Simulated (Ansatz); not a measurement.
# TiO2 with a defect (Zr on a Ti site): a single-point run

The task is a single point on TiO2 with a defect (Zr on a Ti site) that gives the gradients at the nuclei.

Program: Ansatz 0.2.0. Level of theory: DFT, PBE, plane-wave PAW, default files, scalar-relativistic. These are calculated values, not measurements.

**1. The structure to begin with**

Symmetry: Pmmm, No. 47, orthorhombic system. The conventional cell has a = 5.195 Å, b = 5.195 Å, c = 7.098 Å, α = 90.00°, β = 90.00°, γ = 90.00°. Zr (site symmetry mmm) has 6 O at 1.56 to 1.58 Å as nearest neighbours. Ti (site symmetry mm2) is surrounded by 6 O at 1.56 to 1.58 Å. Around Ti (site symmetry mmm) lie 6 O at 1.56 to 1.58 Å. Only part of the 16 independent sites is listed.

Coordinates:

```cif
data_structure
_symmetry_space_group_name_H-M 'P 1'
_symmetry_Int_Tables_number 1
_cell_length_a 5.1955
_cell_length_b 5.1955
_cell_length_c 7.0978
_cell_angle_alpha 90.000
_cell_angle_beta 90.000
_cell_angle_gamma 90.000
_cell_volume 191.59
loop_
_atom_site_label
_atom_site_type_symbol
_atom_site_fract_x
_atom_site_fract_y
_atom_site_fract_z
_atom_site_occupancy
Zr1 Zr 0.00000 0.00000 0.00000 1
Ti1 Ti 0.00000 0.00000 0.33333 1
Ti2 Ti 0.00000 0.00000 0.66667 1
Ti3 Ti 0.50000 0.50000 0.00000 1
Ti4 Ti 0.50000 0.50000 0.33333 1
Ti5 Ti 0.50000 0.50000 0.66667 1
Ti6 Ti 0.50000 0.00000 0.16667 1
Ti7 Ti 0.50000 0.00000 0.50000 1
Ti8 Ti 0.50000 0.00000 0.83333 1
Ti9 Ti 0.00000 0.50000 0.16667 1
Ti10 Ti 0.00000 0.50000 0.50000 1
Ti11 Ti 0.00000 0.50000 0.83333 1
O1 O 0.30496 0.00000 0.00000 1
O2 O 0.30496 0.00000 0.33333 1
O3 O 0.30496 0.00000 0.66667 1
O4 O 0.80496 0.50000 0.00000 1
O5 O 0.80496 0.50000 0.33333 1
O6 O 0.80496 0.50000 0.66667 1
O7 O 0.50000 0.30496 0.16667 1
O8 O 0.50000 0.30496 0.50000 1
O9 O 0.50000 0.30496 0.83333 1
O10 O 0.00000 0.80496 0.16667 1
O11 O 0.00000 0.80496 0.50000 1
O12 O 0.00000 0.80496 0.83333 1
O13 O 0.69504 0.00000 0.00000 1
O14 O 0.69504 0.00000 0.33333 1
O15 O 0.69504 0.00000 0.66667 1
O16 O 0.19504 0.50000 0.00000 1
O17 O 0.19504 0.50000 0.33333 1
O18 O 0.19504 0.50000 0.66667 1
O19 O 0.50000 0.69504 0.16667 1
O20 O 0.50000 0.69504 0.50000 1
O21 O 0.50000 0.69504 0.83333 1
O22 O 0.00000 0.19504 0.16667 1
O23 O 0.00000 0.19504 0.50000 1
O24 O 0.00000 0.19504 0.83333 1
```

**2. The run**

The input, input.yaml:

```yaml
crystal:
  lattice:
    - [3.67376, 3.67376, 0.0]
    - [-3.67376, 3.67376, 0.0]
    - [0.0, 0.0, 7.09776]
  atoms:
    - { symbol: Zr, position: [0.0, 0.0, 0.0] }
    - { symbol: Ti, position: [0.0, 0.0, 0.3333333333] }
    - { symbol: Ti, position: [0.0, 0.0, 0.6666666667] }
    - { symbol: Ti, position: [0.5, 0.5, 0.0] }
    - { symbol: Ti, position: [0.5, 0.5, 0.3333333333] }
    - { symbol: Ti, position: [0.5, 0.5, 0.6666666667] }
    - { symbol: Ti, position: [0.5, 0.0, 0.1666666667] }
    - { symbol: Ti, position: [0.5, 0.0, 0.5] }
    - { symbol: Ti, position: [0.5, 0.0, 0.8333333333] }
    - { symbol: Ti, position: [0.0, 0.5, 0.1666666667] }
    - { symbol: Ti, position: [0.0, 0.5, 0.5] }
    - { symbol: Ti, position: [0.0, 0.5, 0.8333333333] }
    - { symbol: O, position: [0.30496, 0.0, 0.0] }
    - { symbol: O, position: [0.30496, 0.0, 0.3333333333] }
    - { symbol: O, position: [0.30496, 0.0, 0.6666666667] }
    - { symbol: O, position: [0.80496, 0.5, 0.0] }
    - { symbol: O, position: [0.80496, 0.5, 0.3333333333] }
    - { symbol: O, position: [0.80496, 0.5, 0.6666666667] }
    - { symbol: O, position: [0.5, 0.30496, 0.1666666667] }
    - { symbol: O, position: [0.5, 0.30496, 0.5] }
    - { symbol: O, position: [0.5, 0.30496, 0.8333333333] }
    - { symbol: O, position: [0.0, 0.80496, 0.1666666667] }
    - { symbol: O, position: [0.0, 0.80496, 0.5] }
    - { symbol: O, position: [0.0, 0.80496, 0.8333333333] }
    - { symbol: O, position: [0.69504, 0.0, 0.0] }
    - { symbol: O, position: [0.69504, 0.0, 0.3333333333] }
    - { symbol: O, position: [0.69504, 0.0, 0.6666666667] }
    - { symbol: O, position: [0.19504, 0.5, 0.0] }
    - { symbol: O, position: [0.19504, 0.5, 0.3333333333] }
    - { symbol: O, position: [0.19504, 0.5, 0.6666666667] }
    - { symbol: O, position: [0.5, 0.69504, 0.1666666667] }
    - { symbol: O, position: [0.5, 0.69504, 0.5] }
    - { symbol: O, position: [0.5, 0.69504, 0.8333333333] }
    - { symbol: O, position: [0.0, 0.19504, 0.1666666667] }
    - { symbol: O, position: [0.0, 0.19504, 0.5] }
    - { symbol: O, position: [0.0, 0.19504, 0.8333333333] }
kpoints:
  mp_grid: { grid: [3, 3, 2] }
scf:
  occupations: { method: fermi_dirac, width: 0.01 }
  max_iter: 100
hamiltonian:
  xc: pbe
  pseudopotentials: { kind: paw }
output:
  forces: true
  stress: true
  populations: true
  efg:
    quadrupole_moments_barn: { Zr: -0.176, Ti: 0.247, O: -0.02558 }
    contact_densities: true
```

Started as:

```
$ ansatz run input.yaml --threads 1 --pin off --max-ram 3072MiB --backend cpu --events-out ev --progress --plain --runs-dir out
```

What happens when this is run?

This run ends as converged, with warnings (gradients without spin orbit). It gives a pressure of 675 GPa and a largest force of 16.8 eV/Å, which is large; a structure far from rest gives such values too, whatever the setting.

All distances are much too short, so cores begin to overlap. The shortest distance in the input is 1.56 Å, between atoms 2 (Ti) and 22 (O).

The cure: use the intended lattice or bond lengths.
